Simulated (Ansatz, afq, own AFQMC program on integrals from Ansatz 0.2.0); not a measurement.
# BGeH₃ (singlet): quantum Monte Carlo beside coupled cluster at twist about Ge1–B2 = 47.8°, cc-pVDZ

Aim: compute BGeH₃ (singlet) with auxiliary-field quantum Monte Carlo on the same integrals as coupled cluster, and set the energies side by side.

The runs use Ansatz 0.2.0, Gaussian basis, and an in-house AFQMC program (afq) on its integrals; all values are calculated; cc-pVDZ, frozen cores.

The runs, in order: PBE (unrestricted); r2SCAN (unrestricted); PBE0 (unrestricted); B3LYP (unrestricted); wB97M-V (unrestricted); B2PLYP (unrestricted); CCSD(T) on RHF; CCSDT(Q) on RHF; Phaseless AFQMC, CISD trial on RHF; Free-projection AFQMC, CISD trial on RHF; UHF; CCSD(T) on UHF; CCSDT(Q) on UHF; Phaseless AFQMC, CISD trial on UHF; Phaseless AFQMC, single-determinant trial on UHF.

6 further runs of the same task are left out: 6 that didn't finish.

### 1 The geometry

The geometry derives from a PBE0/def2-TZVP stationary point (not a proven minimum). One half is turned about the bond named; the halves are rigid. No spin-orbit coupling is included. The filled d shell of Ge may be among the frozen orbitals whatever the setting's name suggests; the logs give the count.

5 atoms, charge 0, spin multiplicity 1.

Atoms are counted from 1 here; the program's logs count them from 0.

Bond lengths: Ge1–B2 1.888 Å, Ge1–H3 1.530 Å, Ge1–H4 1.530 Å, B2–H5 1.183 Å. Angles: B2–Ge1–H3 116.3°, B2–Ge1–H4 116.3°, H3–Ge1–H4 113.1°, Ge1–B2–H5 159.5°.

Geometry (Å):

```
Ge   -0.0304   -0.0036    0.2534
B     0.1319   -0.0036   -1.6271
H     0.4128    1.2734    0.9712
H     0.4128   -1.2806    0.9712
H    -0.0495    0.3028   -2.7555
```

### 2 PBE (unrestricted)

in.yaml reads:

```yaml
crystal:
  periodic: [false, false, false]
  atoms:
    - {symbol: Ge, position_ang: [-0.030406, -0.003571, 0.253442]}
    - {symbol: B, position_ang: [0.131944, -0.003572, -1.627095]}
    - {symbol: H, position_ang: [0.412771, 1.273417, 0.971216]}
    - {symbol: H, position_ang: [0.412771, -1.280558, 0.971217]}
    - {symbol: H, position_ang: [-0.049495, 0.302824, -2.755490]}
basis:
  gaussian: {orbitals: cc-pVDZ}
magnetization: {spin_polarized: true, initial_magnetization: 0}
hamiltonian: {xc: {name: PBE}}
output: {orbitals: {seedname: orbitals}}
```

The run is started by

```sh
$ ansatz run in.yaml --threads 1 --pin off --events-out ev --progress --plain --max-ram 1382MiB
```

What it wrote:

```text
Functional definition: PBE
  name "PBE"
  cite "Perdew, Burke & Ernzerhof, Phys. Rev. Lett. 77, 3865 (1996) doi:10.1103/PhysRevLett.77.3865"
  parent pbe
  parameter kappa = 0.804
  parameter beta = 0.06672455060314922
  exchange = pbe_x(kappa = kappa, mu = beta*pi^2/3)
  correlation = pbe_c(beta = beta)
703 factors; their error is unknown
mean field evaluation 1: about -57227.7966 eV, gradient 1.4e1 eV
mean field evaluation 2: about -57223.6831 eV, gradient 2.3e1 eV
mean field evaluation 4: about -57229.3192 eV, gradient 1.1e0 eV
mean field evaluation 8: about -57229.3308 eV, gradient 3.1e-2 eV
mean field evaluation 16: about -57229.3143 eV, gradient 2.4e-5 eV
mean field evaluation 32: about -57226.9405 eV, gradient 3.1e0 eV
mean field -57229.31429839 eV, -2103.1385090435 hartree, gradient 9.2e-6 eV, S^2 0.000000; 4 other end points of the search recorded, 0 dependent functions left out
reference -57229.31432882 eV, -2103.1385101617 hartree; 20, 20 occupied and 36, 36 virtual orbitals, 703 factors
Total energy: -57229.31432882 eV, -2103.1385101617 hartree
```

Run time: 2.8 s. Hardware: 1 thread of Arm Neoverse V2, shared host.

From the report: ⟨S²⟩ of the determinant 0.000 (pure singlet: 0.00).

### 3 r2SCAN (unrestricted)

Edit in.yaml of step 2 so:

```diff
@@ -11,3 +11,2 @@
 magnetization: {spin_polarized: true, initial_magnetization: 0}
-hamiltonian: {xc: {name: PBE}}
-output: {orbitals: {seedname: orbitals}}
+hamiltonian: {xc: {name: r2SCAN}}
```

Launched as before.

What it wrote:

```text
Functional definition: r2SCAN
  name "r2SCAN"
  cite "Furness, Kaplan, Ning, Perdew & Sun, J. Phys. Chem. Lett. 11, 8208 (2020) doi:10.1021/acs.jpclett.0c02405"
  cite "Furness, Kaplan, Ning, Perdew & Sun, J. Phys. Chem. Lett. 11, 9248 (2020) doi:10.1021/acs.jpclett.0c03077"
  parent r2scan
  parameter k0 = 0.174
  parameter k1 = 0.065
  parameter a1 = 4.9479
  exchange = r2scan_x(k0 = k0, k1 = k1, a1 = a1)
  correlation = r2scan_c
703 factors; their error is unknown
mean field evaluation 1: about -57237.5851 eV, gradient 9.9e0 eV
mean field evaluation 2: about -57235.9838 eV, gradient 1.5e1 eV
mean field evaluation 4: about -57238.3862 eV, gradient 8.3e-1 eV
mean field evaluation 8: about -57238.3792 eV, gradient 1.3e-2 eV
mean field evaluation 16: about -57238.3762 eV, gradient 6.0e-1 eV
mean field evaluation 32: about -57238.3817 eV, gradient 1.8e-5 eV
mean field -57238.38166846 eV, -2103.4717287473 hartree, gradient 7.5e-6 eV, S^2 0.088294; 7 other end points of the search recorded, 0 dependent functions left out
reference -57238.38167863 eV, -2103.4717291211 hartree; 20, 20 occupied and 36, 36 virtual orbitals, 703 factors
Total energy: -57238.38167863 eV, -2103.4717291211 hartree
```

Run time: 13 s. Hardware: 1 thread of Arm Neoverse V2, shared host.

From the report: ⟨S²⟩ of the determinant 0.088 (pure singlet: 0.00).

### 4 PBE0 (unrestricted)

Edit in.yaml of step 3 so:

```diff
@@ -11,2 +11,3 @@
 magnetization: {spin_polarized: true, initial_magnetization: 0}
-hamiltonian: {xc: {name: r2SCAN}}
+hamiltonian: {xc: {name: PBE0}}
+output: {orbitals: {seedname: orbitals}}
```

Launched as before.

What it wrote:

```text
Functional definition: PBE0
  name "PBE0"
  cite "Adamo & Barone, J. Chem. Phys. 110, 6158 (1999) doi:10.1063/1.478522"
  cite "Perdew, Burke & Ernzerhof, Phys. Rev. Lett. 77, 3865 (1996) doi:10.1103/PhysRevLett.77.3865"
  parent pbe
  parameter a = 0.25
  parameter kappa = 0.804
  parameter beta = 0.06672455060314922
  exchange = (1 - a)*pbe_x(kappa = kappa, mu = beta*pi^2/3) + a*exact_x
  correlation = pbe_c(beta = beta)
590 factors; integrals over basis functions are off by at most 8.0e-4 eV
mean field evaluation 1: about -57230.5396 eV, gradient 7.4e0 eV
mean field evaluation 2: about -57230.3462 eV, gradient 8.2e0 eV
mean field evaluation 4: about -57230.9646 eV, gradient 4.4e-1 eV
mean field evaluation 8: about -57231.0015 eV, gradient 1.2e-2 eV
mean field evaluation 16: about -57231.0016 eV, gradient 4.9e-5 eV
mean field evaluation 32: about -57230.9686 eV, gradient 5.0e-1 eV
mean field -57231.00155145 eV, -2103.2005144497 hartree, gradient 3.3e-6 eV, S^2 0.000000; 4 other end points of the search recorded, 0 dependent functions left out
reference -57231.00157437 eV, -2103.2005152920 hartree; 20, 20 occupied and 36, 36 virtual orbitals, 590 factors
Total energy: -57231.00157437 eV, -2103.2005152920 hartree
```

Run time: 3.3 s. Hardware: 1 thread of Arm Neoverse V2, shared host.

From the report: ⟨S²⟩ of the determinant 0.000 (pure singlet: 0.00).

### 5 B3LYP (unrestricted)

Edit in.yaml of step 4 so:

```diff
@@ -11,3 +11,2 @@
 magnetization: {spin_polarized: true, initial_magnetization: 0}
-hamiltonian: {xc: {name: PBE0}}
-output: {orbitals: {seedname: orbitals}}
+hamiltonian: {xc: {name: B3LYP}}
```

The command is unchanged.

What it wrote:

```text
Functional definition: B3LYP
  name "B3LYP"
  cite "Stephens, Devlin, Chabalowski & Frisch, J. Phys. Chem. 98, 11623 (1994) doi:10.1021/j100096a001"
  cite "Becke, Phys. Rev. A 38, 3098 (1988) doi:10.1103/PhysRevA.38.3098"
  cite "Lee, Yang & Parr, Phys. Rev. B 37, 785 (1988) doi:10.1103/PhysRevB.37.785"
  cite "Vosko, Wilk & Nusair, Can. J. Phys. 58, 1200 (1980) doi:10.1139/p80-159"
  parameter a0 = 0.2
  parameter ax = 0.72
  parameter ac = 0.81
  exchange = (1 - a0 - ax)*slater_x + ax*b88_x + a0*exact_x
  correlation = (1 - ac)*vwn_rpa_c + ac*lyp_c
590 factors; integrals over basis functions are off by at most 8.0e-4 eV
mean field evaluation 1: about -57240.0424 eV, gradient 9.0e0 eV
mean field evaluation 2: about -57239.5327 eV, gradient 1.1e1 eV
mean field evaluation 4: about -57240.6922 eV, gradient 5.3e-1 eV
mean field evaluation 8: about -57240.7231 eV, gradient 1.6e-2 eV
mean field evaluation 16: about -57240.7231 eV, gradient 6.1e-5 eV
mean field -57240.72309628 eV, -2103.5577746327 hartree, gradient 1.1e-5 eV, S^2 0.000000; 2 other end points of the search recorded, 0 dependent functions left out
reference -57240.72330923 eV, -2103.5577824584 hartree; 20, 20 occupied and 36, 36 virtual orbitals, 590 factors
Total energy: -57240.72330923 eV, -2103.5577824584 hartree
```

Run time: 2.4 s. Hardware: 1 thread of Arm Neoverse V2, shared host.

From the report: ⟨S²⟩ of the determinant 0.000 (pure singlet: 0.00).

### 6 wB97M-V (unrestricted)

Edit in.yaml of step 5 so:

```diff
@@ -11,2 +11,3 @@
 magnetization: {spin_polarized: true, initial_magnetization: 0}
-hamiltonian: {xc: {name: B3LYP}}
+hamiltonian: {xc: {name: wB97M-V}}
+output: {orbitals: {seedname: orbitals}}
```

Same command.

What it wrote:

```text
Functional definition: wB97M-V
  name "wB97M-V"
  cite "Mardirossian & Head-Gordon, J. Chem. Phys. 144, 214110 (2016) doi:10.1063/1.4952647"
  cite "Becke, J. Chem. Phys. 107, 8554 (1997) doi:10.1063/1.475007"
  cite "Vydrov & Van Voorhis, J. Chem. Phys. 133, 244103 (2010) doi:10.1063/1.3521275"
  # Of w^i u^j: cxij and so on, Table III.
  parameter omega = 0.3/bohr
  parameter cx = 0.15
  parameter cx01 = 1.007
  parameter cx10 = 0.259
  parameter css00 = 0.443
  parameter css04 = -1.437
  parameter css10 = -4.535
  parameter css20 = -3.390
  parameter css43 = 4.278
  parameter cos00 = 1.000
  parameter cos10 = 1.358
  parameter cos20 = 2.924
  parameter cos21 = -8.812
  parameter cos60 = -1.390
  parameter cos61 = 9.142
  parameter b = 6.0
  parameter c = 0.01
  gx(w, u) = 1 - cx + cx01*u + cx10*w
  gss(w, u) = css00 + css04*u^4 + css10*w + css20*w^2 + css43*w^4*u^3
  gos(w, u) = cos00 + cos10*w + (cos20 + cos21*u)*w^2 + (cos60 + cos61*u)*w^6
  exchange = spin_sum(e_x_unif_sr(omega)*gx(b97_w, b97_u_x)) + cx*exact_x_sr(omega) + exact_x_lr(omega)
  correlation = spin_sum(e_c_pw_mod_same_spin*gss(b97_w, b97_u_same))
      + integral(e_c_pw_mod_opposite_spin*gos(b97_w_opposite, b97_u_opposite)) + vv10(b, c)
590 factors; integrals over basis functions are off by at most 8.0e-4 eV
188 factors; integrals over basis functions are off by at most 7.3e-6 eV
mean field evaluation 1: about -57235.0951 eV, gradient 4.6e0 eV
mean field evaluation 2: about -57235.3125 eV, gradient 1.2e0 eV
mean field evaluation 4: about -57235.3553 eV, gradient 5.6e-1 eV
mean field evaluation 8: about -57235.3603 eV, gradient 2.2e-2 eV
mean field evaluation 16: about -57235.3603 eV, gradient 1.8e-4 eV
mean field evaluation 32: about -57234.5392 eV, gradient 4.0e0 eV
mean field -57235.36032361 eV, -2103.3606963721 hartree, gradient 1.8e-5 eV, S^2 0.000000; 4 other end points of the search recorded, 0 dependent functions left out
reference -57235.36035961 eV, -2103.3606976949 hartree; 20, 20 occupied and 36, 36 virtual orbitals, 590 factors
Total energy: -57235.36035961 eV, -2103.3606976949 hartree
```

It took 12 s on 1 thread of Arm Neoverse V2, shared host.

From the report: ⟨S²⟩ of the determinant 0.000 (pure singlet: 0.00).

### 7 B2PLYP (unrestricted)

Edit in.yaml of step 6 so:

```diff
@@ -11,3 +11,3 @@
 magnetization: {spin_polarized: true, initial_magnetization: 0}
-hamiltonian: {xc: {name: wB97M-V}}
-output: {orbitals: {seedname: orbitals}}
+hamiltonian: {xc: {name: B2PLYP}}
+correlation: {electrons: outside_noble_gas}
```

Launched as before.

What it wrote:

```text
Functional definition: B2PLYP
  name "B2PLYP"
  cite "Grimme, J. Chem. Phys. 124, 034108 (2006) doi:10.1063/1.2148954"
  cite "Becke, Phys. Rev. A 38, 3098 (1988) doi:10.1103/PhysRevA.38.3098"
  cite "Lee, Yang & Parr, Phys. Rev. B 37, 785 (1988) doi:10.1103/PhysRevB.37.785"
  parameter a = 0.53
  parameter c = 0.27
  exchange = (1 - a)*b88_x + a*exact_x
  correlation = (1 - c)*lyp_c + c*(mp2_os + mp2_ss)
590 factors; integrals over basis functions are off by at most 8.0e-4 eV
mean field evaluation 1: about -57224.9418 eV, gradient 4.9e0 eV
mean field evaluation 2: about -57224.9575 eV, gradient 4.9e0 eV
mean field evaluation 4: about -57225.1993 eV, gradient 1.0e0 eV
mean field evaluation 8: about -57225.2085 eV, gradient 2.1e-2 eV
mean field evaluation 16: about -57225.2085 eV, gradient 5.2e-5 eV
mean field evaluation 32: about -57225.2092 eV, gradient 8.3e-5 eV
mean field evaluation 64: about -57225.2084 eV, gradient 6.3e-2 eV
mean field -57225.20923752 eV, -2102.9876508391 hartree, gradient 3.6e-6 eV, S^2 0.043564; 5 other end points of the search recorded, 0 dependent functions left out
15 core orbitals not correlated: weight in the atoms' cores, before any rotation towards them, 0.999 or more for the frozen orbitals, at most 0.001 for the correlated occupied ones
reference -57225.20937378 eV, -2102.9876558465 hartree; 5, 5 occupied and 36, 36 virtual orbitals, 590 factors
second order -5.93007044 eV of doubles, -0.00000000 eV of singles
Total energy: -57226.81049280 eV, -2103.0464958852 hartree
```

Run time: 9 s. Hardware: 1 thread of Arm Neoverse V2, shared host.

From the report: ⟨S²⟩ of the determinant 0.044 (pure singlet: 0.00).

### 8 CCSD(T) on RHF

Edit in.yaml of step 7 so:

```diff
@@ -10,4 +10,3 @@
   gaussian: {orbitals: cc-pVDZ}
-magnetization: {spin_polarized: true, initial_magnetization: 0}
-hamiltonian: {xc: {name: B2PLYP}}
-correlation: {electrons: outside_noble_gas}
+magnetization: {spin_polarized: false}
+correlation: {method: ccsd_t, electrons: outside_noble_gas, hamiltonian_folder: ham}
```

The command is unchanged.

What it wrote:

```text
Functional definition: HF
  name "HF"
  cite "Fock, Z. Phys. 61, 126 (1930) doi:10.1007/BF01340294"
  parent pbe
  exchange = exact_x
  correlation = 0
590 factors; integrals over basis functions are off by at most 8.0e-4 eV
mean field evaluation 1: about -57187.7553 eV, gradient 1.2e1 eV
mean field evaluation 2: about -57187.7741 eV, gradient 1.2e1 eV
mean field evaluation 4: about -57188.6537 eV, gradient 1.6e0 eV
mean field evaluation 8: about -57188.6732 eV, gradient 1.6e-1 eV
mean field evaluation 16: about -57188.6458 eV, gradient 3.9e-1 eV
mean field -57188.67350628 eV, -2101.6449874806 hartree, gradient 4.9e-6 eV, S^2 0.000000; 0 other end points of the search recorded, 0 dependent functions left out; unrestricted orbitals would lower it
15 core orbitals not correlated: weight in the atoms' cores, before any rotation towards them, 0.999 or more for the frozen orbitals, at most 0.000 for the correlated occupied ones
reference -57188.67350628 eV, -2101.6449874806 hartree; 5, 5 occupied and 36, 36 virtual orbitals, 590 factors
second order -4.63510162 eV of doubles, -0.00000000 eV of singles
cycle   1  -5.33411152 eV  change   -7.0e-1 eV  update   8.2e-2
cycle   2  -5.63963503 eV  change   -3.1e-1 eV  update   3.3e-2
cycle   3  -5.68144858 eV  change   -4.2e-2 eV  update   1.4e-2
cycle   4  -5.67929206 eV  change    2.2e-3 eV  update   5.1e-3
cycle   5  -5.67851160 eV  change    7.8e-4 eV  update   1.8e-3
cycle   6  -5.67841006 eV  change    1.0e-4 eV  update   9.0e-4
cycle   7  -5.67847724 eV  change   -6.7e-5 eV  update   6.3e-4
cycle   8  -5.67864928 eV  change   -1.7e-4 eV  update   4.5e-4
cycle   9  -5.67853936 eV  change    1.1e-4 eV  update   2.3e-4
cycle  10  -5.67855291 eV  change   -1.4e-5 eV  update   8.6e-5
cycle  11  -5.67857900 eV  change   -2.6e-5 eV  update   3.5e-5
cycle  12  -5.67857634 eV  change    2.7e-6 eV  update   1.3e-5
cycle  13  -5.67857094 eV  change    5.4e-6 eV  update   5.1e-6
perturbative correction -0.21575254 eV, -0.0079287595 hartree
Total energy: -57194.56782976 eV, -2101.8615998731 hartree
```

It took 0.84 s on 1 thread of Arm Neoverse V2, shared host.

From the report: correlation -5.8943 eV; T1 0.020; largest double amplitude 0.18.

This run also writes the integrals to the folder ham.

### 9 CCSDT(Q) on RHF

Edit in.yaml of step 8 so:

```diff
@@ -11,2 +11,2 @@
 magnetization: {spin_polarized: false}
-correlation: {method: ccsd_t, electrons: outside_noble_gas, hamiltonian_folder: ham}
+correlation: {method: ccsdt_q, electrons: outside_noble_gas}
```

Launched as before.

What it wrote:

```text
Functional definition: HF
  name "HF"
  cite "Fock, Z. Phys. 61, 126 (1930) doi:10.1007/BF01340294"
  parent pbe
  exchange = exact_x
  correlation = 0
1077 factors; integrals over basis functions are off by at most 1.8e-7 eV
mean field evaluation 1: about -57187.7523 eV, gradient 1.2e1 eV
mean field evaluation 2: about -57187.7738 eV, gradient 1.2e1 eV
mean field evaluation 4: about -57188.6538 eV, gradient 1.6e0 eV
mean field evaluation 8: about -57188.6733 eV, gradient 1.6e-1 eV
mean field evaluation 16: about -57188.6419 eV, gradient 3.9e-1 eV
mean field -57188.67360762 eV, -2101.6449912048 hartree, gradient 5.1e-6 eV, S^2 0.000000; 0 other end points of the search recorded, 0 dependent functions left out; unrestricted orbitals would lower it
15 core orbitals not correlated: weight in the atoms' cores, before any rotation towards them, 0.999 or more for the frozen orbitals, at most 0.000 for the correlated occupied ones
reference -57188.67360762 eV, -2101.6449912048 hartree; 5, 5 occupied and 36, 36 virtual orbitals, 1077 factors
second order -4.63513745 eV of doubles, -0.00000000 eV of singles
cycle   1  -5.33411440 eV  change   -7.0e-1 eV  update   9.2e-2
cycle   2  -5.77313166 eV  change   -4.4e-1 eV  update   4.6e-2
cycle   3  -5.93974354 eV  change   -1.7e-1 eV  update   2.5e-2
cycle   4  -5.92794482 eV  change    1.2e-2 eV  update   9.2e-3
cycle   5  -5.92936978 eV  change   -1.4e-3 eV  update   5.3e-3
cycle   6  -5.93173451 eV  change   -2.4e-3 eV  update   1.9e-3
cycle   7  -5.93087548 eV  change    8.6e-4 eV  update   1.1e-3
cycle   8  -5.93088804 eV  change   -1.3e-5 eV  update   7.2e-4
cycle   9  -5.93149730 eV  change   -6.1e-4 eV  update   5.3e-4
cycle  10  -5.93102908 eV  change    4.7e-4 eV  update   3.5e-4
cycle  11  -5.93093135 eV  change    9.8e-5 eV  update   2.1e-4
cycle  12  -5.93103141 eV  change   -1.0e-4 eV  update   9.2e-5
cycle  13  -5.93115261 eV  change   -1.2e-4 eV  update   5.1e-5
cycle  14  -5.93120768 eV  change   -5.5e-5 eV  update   2.0e-5
cycle  15  -5.93120652 eV  change    1.2e-6 eV  update   9.5e-6
cycle  16  -5.93119806 eV  change    8.5e-6 eV  update   5.1e-6
cycle  17  -5.93119575 eV  change    2.3e-6 eV  update   2.1e-6
cycle  18  -5.93119462 eV  change    1.1e-6 eV  update   1.0e-6
perturbative correction -0.01363037 eV, -0.0005009068 hartree
Total energy: -57194.61843260 eV, -2101.8634594934 hartree
```

Wall time 10 s (1 thread of Arm Neoverse V2, shared host); peak memory 0.25 GiB.

From the report: correlation -5.9448 eV; T1 0.020; largest double amplitude 0.20.

### 10 Phaseless AFQMC, CISD trial on RHF

It reads the integrals that the CCSD(T) run on this determinant wrote.

The run is started by

```sh
$ afq ham --method phaseless --trial cisd --walkers 60 --populations 1 --least-time 40 --time-step 0.005 --steps-per-block 50 --equilibration-blocks 28 --max-blocks 300 --target-error 0.00038 --factor-cut 1e-05 --seed 6636 --release-times 0.24,0.51,0.99,1.62,2.4 --release-step 0.03 --release-every 4 --taylor-order 6
```

What it wrote:

```text
orbitals 41  electrons 5 5  factors 335 of 590
reference energy -2101.64498748 Eh
CCSD correlation -0.20868335 Eh in 13 cycles, weight of the determinant in the CISD state 0.8556
energy of the start -2101.853671 Eh
 block  time / (1/Eh)  mean weight  energy / Eh
     1     0.250  0.9998  -2101.850446
     2     0.500  0.9995  -2101.851659
     3     0.750  0.9981  -2101.853937
     4     1.000  0.9988  -2101.859593
     5     1.250  1.0009  -2101.858610
     6     1.500  1.0013  -2101.860245
     7     1.750  1.0005  -2101.864083
     8     2.000  0.9996  -2101.863791
     9     2.250  0.9999  -2101.860910
    10     2.500  1.0005  -2101.860114
    15     3.750  0.9999  -2101.857253
    22     5.500  1.0015  -2101.860448
    29     7.250  1.0009  -2101.860232
    36     9.000  1.0005  -2101.861925
    43    10.750  0.9991  -2101.871049
    50    12.500  1.0012  -2101.864300
    57    14.250  0.9989  -2101.859384
    64    16.000  0.9979  -2101.866024
    71    17.750  0.9993  -2101.863787
    78    19.500  1.0012  -2101.862365
    85    21.250  1.0001  -2101.860480
    92    23.000  1.0003  -2101.859730
    99    24.750  0.9987  -2101.860091
   106    26.500  0.9977  -2101.867834
   113    28.250  0.9998  -2101.859092
   120    30.000  1.0002  -2101.861370
   127    31.750  0.9994  -2101.856093
   134    33.500  0.9984  -2101.858085
   141    35.250  1.0010  -2101.865451
   148    37.000  1.0006  -2101.866399
   155    38.750  0.9986  -2101.859936
   162    40.500  1.0001  -2101.865225
   169    42.250  0.9996  -2101.859786
   176    44.000  0.9987  -2101.861947
   183    45.750  1.0010  -2101.864197
   190    47.500  0.9995  -2101.871223
   197    49.250  1.0001  -2101.866250
   204    51.000  1.0008  -2101.864404
   211    52.750  0.9995  -2101.864530
   218    54.500  0.9994  -2101.865658
   225    56.250  1.0012  -2101.857505
   232    58.000  0.9995  -2101.863487
   239    59.750  0.9985  -2101.859656
   246    61.500  1.0005  -2101.862151
   253    63.250  0.9977  -2101.861000
   260    65.000  1.0007  -2101.865973
   267    66.750  0.9990  -2101.858488
   274    68.500  1.0014  -2101.858414
   281    70.250  1.0011  -2101.867601
   288    72.000  0.9986  -2101.865080
   295    73.750  1.0010  -2101.862057
blocks merged  error / Eh  count
     1  0.000232  270
     2  0.000283  135
     4  0.000353  67
     8  0.000363  33
    16  0.000347  16
    32  0.000307  8
released: time / (1/Eh)  energy / Eh  error  mean overlap
  0.24  -2101.861792  0.000450  1.0037
  0.51  -2101.862181  0.000372  0.9978
  0.99  -2101.862444  0.000441  1.0087
  1.62  -2101.862735  0.000676  1.0048
  2.40  -2101.862060  0.000525  1.0169
energy -2101.862340 +/- 0.000363 Eh
```

It took 3.2 min on 1 thread of Arm Neoverse V2, shared host.

Energy -57194.5880 ± 0.0099 eV. Caveats: constraint bias not in the error.

[end of part 1 of 2]
